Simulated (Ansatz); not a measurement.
Working through a ladder of basis sets of BeNa

Computed with Ansatz 0.2.0, Python API.

Notebook, run cell by cell (the value of a cell's last expression is shown):

In [1]:
```python
import ansatz
```

In [2]:
```python
geometry = (
    ansatz.Crystal.molecule()
    .atom("Na", [0.0, 0.0, 0.0])
    .atom("Be", [0.0, 0.0, 2.535])
)
```

In [3]:
```python
base = (
    geometry.calculation()
    .functional("b3lyp")
    .spin("collinear", total=1)  # two spin channels
)

energies = {}
for basis in ["aug-cc-pVDZ", "aug-cc-pVTZ"]:
    report = base.basis(gaussian=basis).run().report
    size = report["n_frozen"] + report["n_occupied"][0] + report["n_virtual"][0]
    energies[basis] = (report["reference_energy_ev"] / 27.211386246, report["free_energy_ev"] / 27.211386246)
    print(f"{basis:14s} {size:4d} orbitals  reference {energies[basis][0]:14.6f} Ha  total {energies[basis][1]:14.6f} Ha")
```
```text
aug-cc-pVDZ      50 orbitals  reference    -176.969491 Ha  total    -176.969491 Ha
aug-cc-pVTZ      96 orbitals  reference    -176.976613 Ha  total    -176.976613 Ha
```

In [4]:
```python
last = energies["aug-cc-pVTZ"][1]
for basis, (_, total) in energies.items():
    print(f"{basis:14s} lies {27.211386 * (total - last):9.4f} eV above aug-cc-pVTZ")
```
```text
aug-cc-pVDZ    lies    0.1938 eV above aug-cc-pVTZ
aug-cc-pVTZ    lies    0.0000 eV above aug-cc-pVTZ
```

Against aug-cc-pVDZ: aug-cc-pVTZ -7.1 mHa. The last step alone is -7.12 mHa. From the first set to the last the time grows from 1.4 to 3.9 s.

The drop along the ladder measures the basis error, and is no property of the molecule. The geometry is a force-field or estimated start, not a minimum of this method, and the last set is no limit. Much of the fall in a total is atomic energy, which cancels in bond and reaction energies. The species is open-shell (spin multiplicity 2). b3lyp holds the VWN-RPA fit, as in Gaussian; the form of ORCA and Turbomole is b3lyp5. The spin state was assumed, and another may lie lower. Wall time of the script: 5.7 s on 1 thread of Intel(R) Xeon(R) Platinum 8488C (Sapphire Rapids), with other jobs on the host, peak memory 0.23 GiB.
